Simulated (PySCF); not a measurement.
# CH5Cl2NSn (SMILES C[NH][SnH]([Cl])[Cl]): levels of theory compared

We compute a comparison of 6 runs (HF/STO-3G, HF/3-21G, HF/def2-SVP, B3LYP/def2-SVP, PBE0/def2-SVP, CCSD(T)/def2-SVP) of CH5Cl2NSn. The job is set up through a Python script.

Program for the calculation: PySCF 2.14.0.

2 further runs of the same task are left out: 2 set aside as unsound or not needed.

### Step 1. The molecule

CH5Cl2NSn has 10 atoms, charge 0, and is taken as a singlet. SMILES: `C[NH][SnH]([Cl])[Cl]`. The shape is that of a PBE0-D4/def2-TZVP optimisation. This is one conformer, not always the lowest.

Bond lengths: C1–N2 1.456 Å, N2–Sn3 1.996 Å, Sn3–Cl4 2.312 Å, Sn3–Cl5 2.332 Å, C1–H6 1.092 Å, C1–H7 1.097 Å, C1–H8 1.094 Å, N2–H9 1.012 Å, Sn3–H10 1.694 Å. Some angles: C1–N2–Sn3 119.3°, N2–Sn3–Cl4 105.1°, N2–Sn3–Cl5 111.8°, Cl4–Sn3–Cl5 104.9°, C1–N2–H9 111.7°, Sn3–N2–H9 112.4°, N2–C1–H6 109.5°, N2–C1–H7 114.3°, N2–C1–H8 109.5°, N2–Sn3–H10 114.1°.

### Step 2. Energy and gradient at HF/STO-3G (run 1)

The input, calc.py:

```python
from pyscf import gto, scf

system = gto.Mole()
system.atom = '''
C     -1.550709    -1.365894     1.901253
N      1.016673    -0.671042     1.194307
Sn     1.601732     1.186181    -2.036369
Cl    -0.250578    -1.289549    -5.123048
Cl    -0.611137     4.994357    -2.154288
H     -2.478565    -2.287891     0.305380
H     -2.733678     0.229602     2.492738
H     -1.493451    -2.737079     3.446294
H      1.969851     0.100155     2.661112
H      4.686710     1.744406    -2.681899
'''
system.unit = 'bohr'
system.charge = 0
system.spin = 0
system.verbose = 3
system.basis = 'sto-3g'
system.max_memory = 1860
system.build()

myscf = scf.RHF(system)
myscf.conv_tol = 1e-10
myscf.kernel()
if not myscf.converged:
    myscf = myscf.newton().run(myscf.mo_coeff, myscf.mo_occ)

etot = myscf.e_tot
print('E(%s) = %.9f' % ('HF', etot))
grad = myscf.nuc_grad_method().kernel()
myscf.analyze()
```

Launch:

```bash
$ OMP_NUM_THREADS=1 python calc.py
```

Standard output:

```text
converged SCF energy = -6966.68819838048
[... 19 lines left out ...]
MO #10  energy= -26.7016605878933  occ= 2
[... 9 lines left out ...]
MO #20  energy= -10.3150639032692  occ= 2
[... 9 lines left out ...]
MO #30  energy= -3.67307396230737  occ= 2
[... 9 lines left out ...]
MO #40  energy= -0.618089839031771 occ= 2
[... 9 lines left out ...]
MO #50  energy= -0.37752350488903  occ= 2
[... 9 lines left out ...]
MO #60  energy= 0.762788496346301  occ= 0
[... 11 lines left out ...]
Dipole moment(X, Y, Z, Debye):  2.74603, -0.18471,  2.62700
```

Run time: 10 s. Hardware: 1 thread of Intel Xeon at 2.70GHz, shared host; peak memory 0.13 GiB.

### Step 3. Energy and gradient at HF/3-21G (run 2)

The input, calc.py:

```python
# C[NH][SnH]([Cl])[Cl]
from pyscf import gto, scf

system = gto.Mole()
system.atom = [
    ('C', (-0.820600, -0.722800, 1.006100)),
    ('N', (0.538000, -0.355100, 0.632000)),
    ('Sn', (0.847600, 0.627700, -1.077600)),
    ('Cl', (-0.132600, -0.682400, -2.711000)),
    ('Cl', (-0.323400, 2.642900, -1.140000)),
    ('H', (-1.311600, -1.210700, 0.161600)),
    ('H', (-1.446600, 0.121500, 1.319100)),
    ('H', (-0.790300, -1.448400, 1.823700)),
    ('H', (1.042400, 0.053000, 1.408200)),
    ('H', (2.480100, 0.923100, -1.419200)),
]
system.charge = 0
system.verbose = 4
system.max_memory = 1860
system.basis = '3-21g'
system.build()

hf = scf.RHF(system)
hf.conv_tol = 1e-10
hf.kernel()
if not hf.converged:
    hf = hf.newton().run(hf.mo_coeff, hf.mo_occ)

e_final = hf.e_tot
print(f'total energy: {e_final:.8f} hartree')
grad = hf.nuc_grad_method().kernel()
hf.analyze()
```

Launch:

```bash
$ OMP_NUM_THREADS=1 python calc.py
```

Standard output:

```text
PySCF version 2.14.0

[... 92 lines left out ...]
MO #5   energy= -145.461508578559  occ= 2
[... 15 lines left out ...]
MO #21  energy= -7.95879187343266  occ= 2
[... 15 lines left out ...]
MO #37  energy= -1.09856593922372  occ= 2
[... 15 lines left out ...]
MO #53  energy= 0.0984467795098194 occ= 0
[... 15 lines left out ...]
MO #69  energy= 0.886435357103003  occ= 0
[... 15 lines left out ...]
MO #85  energy= 2.72480146812069   occ= 0
[... 98 lines left out ...]
Dipole moment(X, Y, Z, Debye):  2.40887, -0.42758,  3.42585
```

It took 13 s on 1 thread of Intel Xeon at 2.70GHz, shared host; peak memory 0.17 GiB.

Run 3 isn't shown in full; the table further down has it.

### Step 4. Energy and gradient at B3LYP/def2-SVP (core potential) (run 4)

The input, calc.py:

```python
import pyscf.grad
from pyscf import gto, dft

mol = gto.M(
    atom='''
C       -0.820600      -0.722800       1.006100
N        0.538000      -0.355100       0.632000
Sn       0.847600       0.627700      -1.077600
Cl      -0.132600      -0.682400      -2.711000
Cl      -0.323400       2.642900      -1.140000
H       -1.311600      -1.210700       0.161600
H       -1.446600       0.121500       1.319100
H       -0.790300      -1.448400       1.823700
H        1.042400       0.053000       1.408200
H        2.480100       0.923100      -1.419200
''',
    charge=0,
    ecp={'Sn': 'def2-svp'},
    spin=0,
    basis='def2-svp',
    verbose=4,
    max_memory=1860,
)

ks = dft.RKS(mol, xc='b3lyp')
ks.conv_tol = 1e-10
ks.grids.level = 5
ks.kernel()
if not ks.converged:
    ks = ks.newton().run(ks.mo_coeff, ks.mo_occ)

e_final = ks.e_tot
print('Final energy', e_final)
grad = ks.Gradients().kernel()
ks.analyze()
```

Launch:

```bash
$ OMP_NUM_THREADS=1 python calc.py
```

Standard output:

```text
PySCF version 2.14.0

[... 114 lines left out ...]
MO #10  energy= -7.2062463104642   occ= 2
[... 20 lines left out ...]
MO #31  energy= -0.373559339620076 occ= 2
[... 20 lines left out ...]
MO #52  energy= 0.328296174234736  occ= 0
[... 20 lines left out ...]
MO #73  energy= 0.811175175172429  occ= 0
[... 20 lines left out ...]
MO #94  energy= 1.76011877524818   occ= 0
[... 20 lines left out ...]
MO #115 energy= 51.7589721461003   occ= 0
[... 128 lines left out ...]
Dipole moment(X, Y, Z, Debye):  1.49300, -0.33730,  2.33953
```

Run time: 89 s. Hardware: 1 thread of Intel Xeon at 2.70GHz, shared host; peak memory 1.2 GiB.

Run 5 isn't shown in full; the table further down has it.

### Step 5. A single-point energy at CCSD(T)/def2-SVP (core potential) (run 6)

The input, run.py:

```python
from pyscf import gto, cc

system = gto.Mole()
system.atom = '''
C   -0.820600  -0.722800   1.006100
N    0.538000  -0.355100   0.632000
Sn   0.847600   0.627700  -1.077600
Cl  -0.132600  -0.682400  -2.711000
Cl  -0.323400   2.642900  -1.140000
H   -1.311600  -1.210700   0.161600
H   -1.446600   0.121500   1.319100
H   -0.790300  -1.448400   1.823700
H    1.042400   0.053000   1.408200
H    2.480100   0.923100  -1.419200
'''
system.verbose = 4
system.ecp = {'Sn': 'def2-svp'}
system.max_memory = 1860
system.basis = 'def2-svp'
system.charge = 0
system.build()

mf = system.RHF()
mf.conv_tol = 1e-10
mf.kernel()
if not mf.converged:
    mf = mf.newton().run(mf.mo_coeff, mf.mo_occ)

mycc = cc.CCSD(mf, frozen=16)
mycc.kernel()
e_t = mycc.ccsd_t()
e_tot = mycc.e_tot + e_t
print('E(%s) = %.9f' % ('CCSD(T)', e_tot))
mf.analyze()
```

Launch:

```bash
$ OMP_NUM_THREADS=1 python run.py
```

Standard output:

```text
PySCF version 2.14.0

[... 117 lines left out ...]
MO #10  energy= -8.01743825711519  occ= 2
[... 20 lines left out ...]
MO #31  energy= -0.507880419058556 occ= 2
[... 20 lines left out ...]
MO #52  energy= 0.491080919312869  occ= 0
[... 20 lines left out ...]
MO #73  energy= 1.06660672300238   occ= 0
[... 20 lines left out ...]
MO #94  energy= 2.04181085303857   occ= 0
[... 20 lines left out ...]
MO #115 energy= 52.4441131023473   occ= 0
[... 128 lines left out ...]
Dipole moment(X, Y, Z, Debye):  1.75901, -0.21680,  2.42217
```

It took 2.8 min on 1 thread of Intel Xeon at 2.70GHz, shared host; peak memory 1 GiB.

### Step 6. The series

```csv
run,level,core potential,integration grid,energy (Eh),dipole moment (D) of the reference,HOMO energy (eV),LUMO energy (eV),wall time
1,HF/STO-3G,–,–,-6966.688198,3.80,-8.54,7.05,10 s
2,HF/3-21G,–,–,-7005.682693,4.21,-10.76,2.34,13 s
3,HF/def2-SVP (core potential),def2-svp,–,-1227.294690,3.00,-10.72,2.80,34 s
4,B3LYP/def2-SVP (core potential),def2-svp,5,-1230.374480,2.80,-6.91,-1.35,89 s
5,PBE0/def2-SVP (core potential),def2-svp,5,-1229.869188,2.89,-7.21,-1.11,1.7 min
6,CCSD(T)/def2-SVP (core potential),def2-svp,–,-1228.055285,3.00,-10.72,2.80,2.8 min
```

### Step 7. Outcome

| quantity | value |
| --- | --- |
| run 6: total energy | -1228.05528 Eh |
| run 6: dipole moment (Hartree–Fock density) | 3.00 D |
| run 6: HOMO energy (Hartree–Fock orbitals) | -10.72 eV |
| run 6: LUMO energy (Hartree–Fock orbitals) | 2.80 eV |
| run 6: HOMO–LUMO gap (Hartree–Fock orbitals) | 13.52 eV |
| run 6: correlation energy (16 core orbitals frozen) | -760.6 mEh |
| run 6: (T) correction | -19.13 mEh |
| run 6: T1 diagnostic | 0.010 |

**Reading.** Over runs 1, 2, 3, 4, 5 the dipole moment (its size) runs from 2.80 D (B3LYP/def2-SVP) to 4.21 D (HF/3-21G). The two ends differ in method and basis and core potential. Over runs 1, 2, 3, 4, 5 the HOMO–LUMO gap runs from 5.55 eV (B3LYP/def2-SVP) to 15.58 eV (HF/STO-3G). Totals of different functionals can't be ranked against each other. Some runs of one species differ in core potentials or relativity; totals across that change don't compare. In run 1 the basis is minimal, so the values are rough. In runs 1, 2 relativity is left out where basis or elements ask for it. All runs together took 6.9 min, the longest 2.8 min.
